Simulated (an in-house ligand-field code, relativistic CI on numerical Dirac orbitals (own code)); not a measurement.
**d3 in a ligand field: terms against the cubic field**

Aim: the terms of a d3 shell from Racah B and C and the field, by exact diagonalisation.

The numbers are computed with an in-house ligand-field code version 1 (parametric ligand-field model of a d^n configuration (Racah B and C, spin-orbit zeta, crystal field), exact diagonalisation), except any that are marked as measured or tabulated.

## 1. Starting point

```
shell        : d3
set 1 (cm⁻¹) : B = 1000, C = 3530, Oh, 10Dq = 1000
set 2 (cm⁻¹) : B = 1000, C = 3530, Oh, 10Dq = 3000
set 3 (cm⁻¹) : B = 1000, C = 3530, Oh, 10Dq = 5000
set 4 (cm⁻¹) : B = 1000, C = 3530, Oh, 10Dq = 7000
set 5 (cm⁻¹) : B = 1000, C = 3530, Oh, 10Dq = 9000
set 6 (cm⁻¹) : B = 1000, C = 3530, Oh, 10Dq = 11000
set 7 (cm⁻¹) : B = 1000, C = 3530, Oh, 10Dq = 13000
set 8 (cm⁻¹) : B = 1000, C = 3530, Oh, 10Dq = 15000
```

## 2. Set 1

Input settings:

```ini
n = 3
racah_B = 1000  # cm-1
racah_C = 3530  # cm-1
zeta = 0  # cm-1
symmetry = Oh
field = {"10Dq": 1000}  # cm-1
```

Main fields of the result record, rounded:

```text
{
  "status": "converged",
  "terms [E_cm, degeneracy, irrep, S, n_eg]": [
    [0, 4, "A2", 1.5, 2.309e-15],
    [1000, 12, "T2", 1.5, 1],
    [1788.8974, 12, "T1", 1.5, 1.777],
    [15480.68, 4, "E", 0.5, 0.6568],
    [15556.715, 6, "T1", 0.5, 0.8358],
    [15590, 2, "A1", 0.5, 1],
    [15933.319, 6, "T2", 0.5, 1.301],
    [16211.103, 12, "T1", 1.5, 1.223],
    [20198.384, 6, "T1", 0.5, 0.6651],
    [20511.294, 6, "T2", 0.5, 0.7956],
    [20992.188, 4, "E", 0.5, 1.328],
    [21078.352, 6, "T1", 0.5, 1.514],
    [21200.034, 6, "T1", 0.5, 1.632],
    [22470.238, 6, "T2", 0.5, 1.436],
    [22782.768, 4, "E", 0.5, 1.893],
    [35590, 2, "A2", 0.5, 1],
    [35741.15, 6, "T2", 0.5, 1.136],
    [35916.514, 6, "T1", 0.5, 1.353],
    [55224.365, 4, "E", 0.5, 1.122],
    [55413.999, 6, "T2", 0.5, 1.33]
  ],
  "n_levels_all": 20
}
```

Run time: 0.097 s. Hardware: 1 thread, shared host.

## 3. Set 2

Input settings:

```ini
n = 3
racah_B = 1000  # cm-1
racah_C = 3530  # cm-1
zeta = 0  # cm-1
symmetry = Oh
field = {"10Dq": 3000}  # cm-1
```

Result record:

```text
{
  "status": "converged",
  "terms [E_cm, degeneracy, irrep, S, n_eg]": [
    [0, 4, "A2", 1.5, 2.842e-15],
    [3000, 12, "T2", 1.5, 1],
    [5291.7961, 12, "T1", 1.5, 1.724],
    [16307.022, 4, "E", 0.5, 0.2606],
    [16791.089, 6, "T1", 0.5, 0.4371],
    [17590, 2, "A1", 0.5, 1],
    [18373.921, 6, "T2", 0.5, 1.139],
    [18708.204, 12, "T1", 1.5, 1.276],
    [21731.748, 6, "T1", 0.5, 0.8517],
    [21874.053, 6, "T2", 0.5, 0.6257],
    [23301.838, 4, "E", 0.5, 1.057],
    [24071.487, 6, "T1", 0.5, 1.462],
    [24632.852, 6, "T1", 0.5, 1.797],
    [25669.491, 6, "T2", 0.5, 1.704],
    [27349.507, 4, "E", 0.5, 2.505],
    [37590, 2, "A2", 0.5, 1],
    [37961.34, 6, "T2", 0.5, 1.087],
    [38722.823, 6, "T1", 0.5, 1.452],
    [57521.633, 4, "E", 0.5, 1.178],
    [58191.196, 6, "T2", 0.5, 1.444]
  ],
  "n_levels_all": 20
}
```

Run time: 0.098 s. Hardware: 1 thread, shared host.

## 4. Set 3

Input settings:

```ini
n = 3
racah_B = 1000  # cm-1
racah_C = 3530  # cm-1
zeta = 0  # cm-1
symmetry = Oh
field = {"10Dq": 5000}  # cm-1
```

Result record:

```text
{
  "status": "converged",
  "terms [E_cm, degeneracy, irrep, S, n_eg]": [
    [0, 4, "A2", 1.5, 2.087e-15],
    [5000, 12, "T2", 1.5, 1],
    [8675.4447, 12, "T1", 1.5, 1.658],
    [16698.374, 4, "E", 0.5, 0.15],
    [17444.757, 6, "T1", 0.5, 0.2424],
    [19590, 2, "A1", 0.5, 1],
    [20467.913, 6, "T2", 0.5, 0.944],
    [21324.555, 12, "T1", 1.5, 1.342],
    [23145.422, 6, "T2", 0.5, 0.67],
    [23535.416, 6, "T1", 0.5, 0.9385],
    [25362.119, 4, "E", 0.5, 1.015],
    [26920.427, 6, "T1", 0.5, 1.388],
    [28330.055, 6, "T1", 0.5, 1.889],
    [29175.677, 6, "T2", 0.5, 1.788],
    [32473.071, 4, "E", 0.5, 2.585],
    [39590, 2, "A2", 0.5, 1],
    [40101.731, 6, "T2", 0.5, 1.057],
    [41719.345, 6, "T1", 0.5, 1.543],
    [59946.437, 4, "E", 0.5, 1.25],
    [61179.257, 6, "T2", 0.5, 1.541]
  ],
  "n_levels_all": 20
}
```

Wall time 0.094 s (1 thread, shared host).

## 5. Set 4

Input settings:

```ini
n = 3
racah_B = 1000  # cm-1
racah_C = 3530  # cm-1
zeta = 0  # cm-1
symmetry = Oh
field = {"10Dq": 7000}  # cm-1
```

Result record:

```text
{
  "status": "converged",
  "terms [E_cm, degeneracy, irrep, S, n_eg]": [
    [0, 4, "A2", 1.5, 2.487e-15],
    [7000, 12, "T2", 1.5, 1],
    [11917.237, 12, "T1", 1.5, 1.582],
    [16948.521, 4, "E", 0.5, 0.1056],
    [17829.21, 6, "T1", 0.5, 0.1527],
    [21590, 2, "A1", 0.5, 1],
    [22102.837, 6, "T2", 0.5, 0.687],
    [24082.763, 12, "T1", 1.5, 1.418],
    [24634.973, 6, "T2", 0.5, 0.829],
    [25450.966, 6, "T1", 0.5, 0.9719],
    [27380.524, 4, "E", 0.5, 1.005],
    [29627.681, 6, "T1", 0.5, 1.321],
    [32156.217, 6, "T1", 0.5, 1.932],
    [32783.137, 6, "T2", 0.5, 1.812],
    [37613.213, 4, "E", 0.5, 2.543],
    [41590, 2, "A2", 0.5, 1],
    [42205.318, 6, "T2", 0.5, 1.051],
    [44885.925, 6, "T1", 0.5, 1.622],
    [62537.742, 4, "E", 0.5, 1.345],
    [64343.735, 6, "T2", 0.5, 1.621]
  ],
  "n_levels_all": 20
}
```

Wall time 0.098 s (1 thread, shared host).

## 6. Set 5

Input settings:

```ini
n = 3
racah_B = 1000  # cm-1
racah_C = 3530  # cm-1
zeta = 0  # cm-1
symmetry = Oh
field = {"10Dq": 9000}  # cm-1
```

Result record:

```text
{
  "status": "converged",
  "terms [E_cm, degeneracy, irrep, S, n_eg]": [
    [0, 4, "A2", 1.5, 2.309e-15],
    [9000, 12, "T2", 1.5, 1],
    [15000, 12, "T1", 1.5, 1.5],
    [17134.624, 4, "E", 0.5, 0.08257],
    [18083.846, 6, "T1", 0.5, 0.1064],
    [23257.372, 6, "T2", 0.5, 0.4859],
    [23590, 2, "A1", 0.5, 1],
    [26436.675, 6, "T2", 0.5, 0.9575],
    [27000, 12, "T1", 1.5, 1.5],
    [27410.238, 6, "T1", 0.5, 0.9855],
    [29387.751, 4, "E", 0.5, 1.002],
    [32210.344, 6, "T1", 0.5, 1.263],
    [36046.218, 6, "T1", 0.5, 1.955],
    [36398.426, 6, "T2", 0.5, 1.796],
    [42609.364, 4, "E", 0.5, 2.445],
    [43590, 2, "A2", 0.5, 1],
    [44325.474, 6, "T2", 0.5, 1.075],
    [48199.355, 6, "T1", 0.5, 1.689],
    [65348.261, 4, "E", 0.5, 1.471],
    [67652.053, 6, "T2", 0.5, 1.685]
  ],
  "n_levels_all": 20
}
```

Wall time 0.095 s (1 thread, shared host).

## 7. Set 6

Input settings:

```ini
n = 3
racah_B = 1000  # cm-1
racah_C = 3530  # cm-1
zeta = 0  # cm-1
symmetry = Oh
field = {"10Dq": 11000}  # cm-1
```

Result record:

```text
{
  "status": "converged",
  "terms [E_cm, degeneracy, irrep, S, n_eg]": [
    [0, 4, "A2", 1.5, 2.442e-15],
    [11000, 12, "T2", 1.5, 1],
    [17284.573, 4, "E", 0.5, 0.06838],
    [17917.237, 12, "T1", 1.5, 1.418],
    [18267.495, 6, "T1", 0.5, 0.07939],
    [24109.496, 6, "T2", 0.5, 0.3774],
    [25590, 2, "A1", 0.5, 1],
    [28411.746, 6, "T2", 0.5, 1.009],
    [29388.316, 6, "T1", 0.5, 0.9918],
    [30082.763, 12, "T1", 1.5, 1.582],
    [31390.963, 4, "E", 0.5, 1.001],
    [34687.46, 6, "T1", 0.5, 1.215],
    [39936.786, 6, "T2", 0.5, 1.733],
    [39971.138, 6, "T1", 0.5, 1.968],
    [45590, 2, "A2", 0.5, 1],
    [46535.972, 6, "T2", 0.5, 1.144],
    [47361.301, 4, "E", 0.5, 2.3],
    [51635.591, 6, "T1", 0.5, 1.745],
    [68443.163, 4, "E", 0.5, 1.63],
    [71076, 6, "T2", 0.5, 1.737]
  ],
  "n_levels_all": 20
}
```

It took 0.096 s on 1 thread, shared host.

## 8. Set 7

Input settings:

```ini
n = 3
racah_B = 1000  # cm-1
racah_C = 3530  # cm-1
zeta = 0  # cm-1
symmetry = Oh
field = {"10Dq": 13000}  # cm-1
```

Result record:

```text
{
  "status": "converged",
  "terms [E_cm, degeneracy, irrep, S, n_eg]": [
    [0, 4, "A2", 1.5, 2.531e-15],
    [13000, 12, "T2", 1.5, 1],
    [17411.045, 4, "E", 0.5, 0.05864],
    [18407.77, 6, "T1", 0.5, 0.06205],
    [20675.445, 12, "T1", 1.5, 1.342],
    [24796.074, 6, "T2", 0.5, 0.3139],
    [27590, 2, "A1", 0.5, 1],
    [30448.34, 6, "T2", 0.5, 1.025],
    [31375.442, 6, "T1", 0.5, 0.995],
    [33324.555, 12, "T1", 1.5, 1.658],
    [33392.462, 4, "E", 0.5, 1],
    [37077.814, 6, "T1", 0.5, 1.176],
    [43286.146, 6, "T2", 0.5, 1.604],
    [43916.899, 6, "T1", 0.5, 1.977],
    [47590, 2, "A2", 0.5, 1],
    [48947.031, 6, "T2", 0.5, 1.279],
    [51786.134, 4, "E", 0.5, 2.119],
    [55172.075, 6, "T1", 0.5, 1.79],
    [71890.359, 4, "E", 0.5, 1.821],
    [74592.41, 6, "T2", 0.5, 1.778]
  ],
  "n_levels_all": 20
}
```

It took 0.094 s on 1 thread, shared host.

## 9. Set 8

Input settings:

```ini
n = 3
racah_B = 1000  # cm-1
racah_C = 3530  # cm-1
zeta = 0  # cm-1
symmetry = Oh
field = {"10Dq": 15000}  # cm-1
```

Result record:

```text
{
  "status": "converged",
  "terms [E_cm, degeneracy, irrep, S, n_eg]": [
    [0, 4, "A2", 1.5, 2.975e-15],
    [15000, 12, "T2", 1.5, 1],
    [17520.787, 4, "E", 0.5, 0.05143],
    [18519.257, 6, "T1", 0.5, 0.05012],
    [23291.796, 12, "T1", 1.5, 1.276],
    [25377.759, 6, "T2", 0.5, 0.27],
    [29590, 2, "A1", 0.5, 1],
    [32503.539, 6, "T2", 0.5, 1.029],
    [33367.354, 6, "T1", 0.5, 0.9968],
    [35393.148, 4, "E", 0.5, 1],
    [36708.204, 12, "T1", 1.5, 1.724],
    [39398.231, 6, "T1", 0.5, 1.145],
    [46312.599, 6, "T2", 0.5, 1.416],
    [47875.989, 6, "T1", 0.5, 1.982],
    [49590, 2, "A2", 0.5, 1],
    [51693.28, 6, "T2", 0.5, 1.473],
    [55826.106, 4, "E", 0.5, 1.919],
    [58789.169, 6, "T1", 0.5, 1.826],
    [75739.959, 4, "E", 0.5, 2.029],
    [78182.823, 6, "T2", 0.5, 1.811]
  ],
  "n_levels_all": 20
}
```

It took 0.097 s on 1 thread, shared host.

## 10. The sets side by side

| set | 10Dq/B (size) | lowest | S | electrons in z² and x²-y² | first level of the same spin (cm⁻¹) |
| --- | --- | --- | --- | --- | --- |
| 1: Oh | 1.0 | 4A2 | 1.50 | 0.00 | 4T2 1000 |
| 2: Oh | 3.0 | 4A2 | 1.50 | 0.00 | 4T2 3000 |
| 3: Oh | 5.0 | 4A2 | 1.50 | 0.00 | 4T2 5000 |
| 4: Oh | 7.0 | 4A2 | 1.50 | 0.00 | 4T2 7000 |
| 5: Oh | 9.0 | 4A2 | 1.50 | 0.00 | 4T2 9000 |
| 6: Oh | 11.0 | 4A2 | 1.50 | 0.00 | 4T2 11000 |
| 7: Oh | 13.0 | 4A2 | 1.50 | 0.00 | 4T2 13000 |
| 8: Oh | 15.0 | 4A2 | 1.50 | 0.00 | 4T2 15000 |

## 11. Summary of results

| quantity | value |
| --- | --- |
| lowest terms | 1: 4A2, 2: 4A2, 3: 4A2, 4: 4A2, 5: 4A2, 6: 4A2, 7: 4A2, 8: 4A2 |
| sets at their largest spin, of those that allow S over 1 | 1, 2, 3, 4, 5, 6, 7, 8 |

What this shows: The lowest term stays 4A2 over this range. B, C and the field are free parameters here, not those of a compound.
